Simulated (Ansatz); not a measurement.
GaSb3 under changes of volume

One of the cells (25.960 Å³/atom); the others are scaled copies at fixed shape and fractional positions:

```
Sb Ga
1.0
     0.00000    3.73060    3.73060
     3.73060    0.00000    3.73060
     3.73060    3.73060    0.00000
Sb Ga
3 1
Direct
  0.50000 0.50000 0.50000
  0.75000 0.75000 0.75000
  0.25000 0.25000 0.25000
  0.00000 0.00000 0.00000
```

The cell comes from a database or a generator and needn't be the stable form of this composition.

* Program: Ansatz 0.2.0
* Functional: r2SCAN
* Potentials or basis: Ansatz PAW
* Cutoff: 500 eV (not typed: the program's choice for these potentials)
* k mesh: 6 × 6 × 6
* Occupations: fermi-dirac, width 0.05 eV
* Spin: no spin polarisation

```tsv
volume (Å³/atom)	energy over the lowest point (meV/atom)	pressure (GPa)
24.402	?	?
24.922	0.01	0.6
25.441	0.00	-0.5
25.960	3.35	-1.5
26.479	9.67	-2.4
26.998	18.64	-3.2
27.518	30.07	-3.9
```

**Question.** What does the run at 24.402 Å³/atom give?

**Answer.** Energy over the lowest point 3.92 meV/atom; pressure 1.9 GPa.

Worked out: A Birch-Murnaghan fit of order 3 (a polynomial in V^(-2/3)) to the other rows has its minimum at 25.18 Å³/atom with B0 = V·E''(V) = 53 GPa and B' = 4.3. It gives 3.73 meV/atom at 24.402 Å³/atom, against the run's 3.92, and -dE/dV = 1.8 GPa, against 1.9.

Energies are extrapolated to zero smearing.

Caveats: the PAW data sets come from PBE, with cores solved anew for the run's functional, which leaves a small shift of forces and pressure.
